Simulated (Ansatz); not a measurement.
# Sn: the cost of one run

Computed with Ansatz 0.2.0 (DFT PBEsol, scalar-relativistic, plane waves, PAW, unless a step's input says otherwise).

2 further runs of the same task are left out: 2 set aside as unsound or not needed. Runs told in other sessions of the task aren't counted.

### Step 1. The starting structure

The structure is cubic, space group Im-3m (No. 229). Conventional cell: a = 3.745 Å, b = 3.745 Å, c = 3.745 Å, α = 90.00°, β = 90.00°, γ = 90.00°. Sn (site symmetry m-3m) has 8 Sn at 3.24 Å in its first shell of neighbours.

As a file:

```
Sn
1.0
    -1.87240    1.87240    1.87240
     1.87240   -1.87240    1.87240
     1.87240    1.87240   -1.87240
Sn
1
Direct
  0.00000 0.00000 0.00000
```

It goes back to an entry of the Materials Project, which need not be the stable form.

This cell was relaxed beforehand with the same method: volume 26.26 Å³/atom, gap on the mesh none (metal).

### Step 2. The undisturbed cell

File input.yaml:

```yaml
crystal:
  lattice:
    - [-1.8723950216, 1.8723950216, 1.8723950216]
    - [1.8723950216, -1.8723950216, 1.8723950216]
    - [1.8723950216, 1.8723950216, -1.8723950216]
  atoms:
    - { symbol: Sn, position: [0.0, 0.0, 0.0] }
basis:
  ecutwfc: 420
kpoints:
  mp_grid: { grid: [24, 24, 24] }
hamiltonian:
  xc: pbesol
scf:
  occupations: { method: gaussian, width: 0.15 }
output:
  forces: true
  stress: true
  eigenvalues: true
  write_density: true
  write_potential: true
  elf: true
  volumetric_format: npy
```

The run is started by

```sh
$ ansatz run input.yaml --threads 1 --pin off --max-ram 2560MiB --backend cpu --events-out ev --progress --plain --runs-dir out
```

What time and memory should one allow on 1 thread of Arm Neoverse V1, shared host?

About 9.4 s, with a peak of 0.39 GiB.
